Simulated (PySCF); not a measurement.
# C3H2F3N: electronic excitations and core binding energies

Wanted: the electronic excitations and core binding energies of C3H2F3N (`N#C[C@H](F)C(F)F`), by calculation.

Computed with PySCF 2.14.0, with density-fitted response routines of our own, on a single molecule in the gas phase. Atoms count from 0, in the outputs and in this text.

### Step 1. The molecule as given

9 atoms, charge 0, multiplicity 1; geometry from: GFN2-xTB.

Bonds of the start (Å): N0–C1 1.14, C1–C2 1.46, C2–F3 1.37, C2–C4 1.54, C4–F5 1.35, C4–F6 1.34, C2–H7 1.10, C4–H8 1.10.

### Step 2. Ultraviolet spectrum: wB97X-D/def2-SVPD

The job: settings as JSON, then the geometry in Å.

```
{"job": {"kind": "uv", "xc": "wB97X-D", "basis": "def2-SVPD", "nstates": 8, "ntriplets": 3}, "charge": 0, "multiplicity": 1}
N      2.562179     0.366151     0.446850
C      1.529579    -0.066908     0.232938
C      0.206384    -0.616380    -0.030106
F      0.182618    -1.252322    -1.240708
C     -0.848256     0.511837     0.002516
F     -2.089465    -0.013087    -0.024327
F     -0.730139     1.316026    -1.066311
H     -0.049297    -1.362403     0.738752
H     -0.750039     1.123079     0.915216
```

Level: TDDFT wB97X-D/def2-SVPD, vertical, gas phase, core orbitals frozen in the response.

**Question.** This job is followed by: delta-SCF UKS SCAN, pcX-2 on the ionised atom, pcseg-1 elsewhere, spin-free X2C. Predict these results of the whole session: lowest singlet (wB97X-D/def2-SVPD); brightest single state of those computed; lowest triplet; C1s binding energies, SCAN/pcX-2; F1s binding energies, SCAN/pcX-2; N1s binding energies, SCAN/pcX-2.

**Answer**, as computed:

```
                                quantity                               value
      lowest singlet (wB97X-D/def2-SVPD)         7.36 eV (168 nm), f = 0.000
brightest single state of those computed         state 7, 9.64 eV, f = 0.065
                          lowest triplet                             6.39 eV
        C1s binding energies, SCAN/pcX-2  C4 296.96, C2 295.69, C1 293.39 eV
        F1s binding energies, SCAN/pcX-2  F6 694.25, F5 694.24, F3 693.95 eV
        N1s binding energies, SCAN/pcX-2                        N0 406.40 eV
```

In words: The first singlet state (HOMO→LUMO 0.72, HOMO−2→LUMO 0.11) lies at 7.36 eV and is dark; of the 8 states computed, the strongest absorption comes from state 7 at 9.64 eV. The lowest triplet lies 0.97 eV below the lowest singlet (triplets in Tamm-Dancoff, singlets in full TDDFT). C4 (sp3 CH bonded to 2 F) binds its C1s electron 3.57 eV more tightly than C1 (nitrile carbon). The F1s levels kept as sound span 0.30 eV, from F3 (fluorine on an sp3 carbon) up to F6 (fluorine of a CF2 group).
